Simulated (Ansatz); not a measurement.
# ZnWO4: the cost of one run

All numbers are computed with the Python package of Ansatz 0.2.0. Level of theory: DFT PBEsol+D3(BJ), plane waves, PAW.

## (1) The structure

Symmetry: P2/c, No. 13, monoclinic system. Conventional cell: a = 4.699 Å, b = 5.729 Å, c = 4.937 Å, α = 90.00°, β = 90.61°, γ = 90.00°. Zn (site symmetry 2) has 6 O at 2.03 to 2.23 Å in its first shell of neighbours. W (site symmetry 2) is surrounded by 6 O at 1.80 to 2.14 Å. Around O (site symmetry 1) lie 2 W at 1.92 to 2.14 Å and 1 Zn at 2.03 Å. O (site symmetry 1) is surrounded by 1 W at 1.80 Å and 2 Zn at 2.09 to 2.23 Å.

No structure file is read: the coordinates are typed or built in the script.

## (2) The code

File znwo4.py:

```python
from pathlib import Path
import json

import ansatz as az
from ase import Atoms
from ase.io import write
from ase.neighborlist import neighbor_list
import numpy as np

def edges_and_angles(cell):
    cell = np.asarray(cell)
    a, b, c = np.linalg.norm(cell, axis=1)
    cosines = cell[1] @ cell[2] / (b * c), cell[0] @ cell[2] / (a * c), cell[0] @ cell[1] / (a * b)
    return (a, b, c, *np.degrees(np.arccos(cosines)))


def main() -> None:
    lattice = az.Lattice.of(
        [4.6986, 0.0, 0.0],
        [0.0, 5.7293, 0.0],
        [-0.052988, 0.0, 4.936416],
    )
    sites = [
        ('Zn', [0.5, 0.684, 0.25]),
        ('Zn', [0.5, 0.316, 0.75]),
        ('W', [0.0, 0.18258, 0.25]),
        ('W', [0.0, 0.81742, 0.75]),
        ('O', [0.2169, 0.1051, 0.9363]),
        ('O', [0.7831, 0.1051, 0.5637]),
        ('O', [0.7831, 0.8949, 0.0637]),
        ('O', [0.2169, 0.8949, 0.4363]),
        ('O', [0.2565, 0.3777, 0.3996]),
        ('O', [0.7435, 0.3777, 0.1004]),
        ('O', [0.7435, 0.6223, 0.6004]),
        ('O', [0.2565, 0.6223, 0.8996]),
    ]
    crystal = az.Crystal(lattice=lattice)
    for symbol, position in sites:
        crystal = crystal.atom(symbol, position)

    base = (
        crystal.calculation()
        .functional('pbesol', dispersion='D3(BJ)')
        .kpoints(6, 4, 6, center='gamma')
        .occupations('fixed')
        .scf(tolerance=1e-10)
        .relax(max_steps=100, fix_cell=['a', 'angles'], stress_tolerance=0.05)
        .density()
        .potential()
        .electron_localization_function()
        .output_files(volumetric_format='npy')
    )
    result = base.run(events_out='znwo4.ndjson')
    with open('znwo4.ndjson') as stream:
        events = [json.loads(line) for line in stream]
    steps = [e['data'] for e in events if e['event'] == 'relax_step']
    rep = result.report
    for s in steps:
        flag = '' if s['accepted'] else '  (rejected)'
        print('step %2d  E = %.5f eV  largest force component = %.4f eV/A%s' % (s['step'], s['lagrangian_ev'], s['allowed_force_max_ev_ang'], flag))

    first, last = steps[0], steps[-1]
    symbols = [site.symbol for site in result.lattice.sites]
    print(f'energy gained {first["lagrangian_ev"] - last["lagrangian_ev"]:.4f} eV in {len(steps) - 1} steps')
    for label, vectors in (('before', first['cell_ang']), ('after', result.lattice.cell_ang)):
        print(label, 'a b c (A) {:.4f} {:.4f} {:.4f}  angles {:.2f} {:.2f} {:.2f}'.format(*edges_and_angles(vectors)), f' V = {abs(np.linalg.det(vectors)):.3f} A^3')
    print('final stress xx yy zz (GPa, compression positive):', np.round(np.diag(rep['stress_gpa']), 3) + 0.0)

    relaxed = Atoms(symbols, positions=[site.position_ang for site in result.lattice.sites], cell=result.lattice.cell_ang, pbc=True)
    write('relaxed.cif', relaxed, format='cif')

    print('atom   start x y z (A)              end x y z (A)')
    for symbol, a, b in zip(symbols, first['positions_ang'], last['positions_ang']):
        print(f'{symbol:3s}', ' '.join(f'{v:8.4f}' for v in a), '  ', ' '.join(f'{v:8.4f}' for v in b))

    final = Atoms(symbols, positions=last['positions_ang'], cell=result.lattice.cell_ang, pbc=True)
    i, j, d = neighbor_list('ijd', final, 4.5)
    print('neighbours within 1.2 times the shortest distance of each atom (A)')
    for atom in range(len(final)):
        near = [m for m in np.argsort(d) if i[m] == atom]
        shell = [m for m in near if d[m] < 1.2 * d[near[0]]]
        print(f'{symbols[atom]}{atom} ({len(shell)}):', ', '.join(f'{symbols[j[m]]} {d[m]:.3f}' for m in shell))

    change = np.array(last['positions_ang']) @ np.linalg.inv(last['cell_ang']) - np.array(first['positions_ang']) @ np.linalg.inv(first['cell_ang'])
    moved = np.linalg.norm(change @ np.array(last['cell_ang']), axis=1)
    print('displacement within the cell, strain taken out (A):', ' '.join(f'{s}:{d:.3f}' for s, d in zip(symbols, moved)))

    for key in ('converged', 'n_iterations', 'n_electrons', 'n_kpoints', 'n_pw', 'n_symmetry_ops', 'free_energy_ev', 'fermi_energy_ev'):
        print(f'{key:18s} {rep[key]}')

    folder = Path(result.write_results('fields'))
    print('densities in e/A^3, potentials in eV, ELF without unit')
    for name in sorted(p.name for p in folder.glob('*.npy')):
        field = np.load(folder / name)
        print(f'{name:16s} {str(field.shape):16s} min {field.min():10.4f}  mean {field.mean():10.4f}  max {field.max():10.4f}')


if __name__ == '__main__':
    main()
```

## (3) Launch

On the command line:

```console
$ python znwo4.py
```

What time and memory should one allow on 1 thread of Intel Xeon Platinum 8488C (Sapphire Rapids), shared host?

About 2.7 min, with a peak of 0.8 GiB.
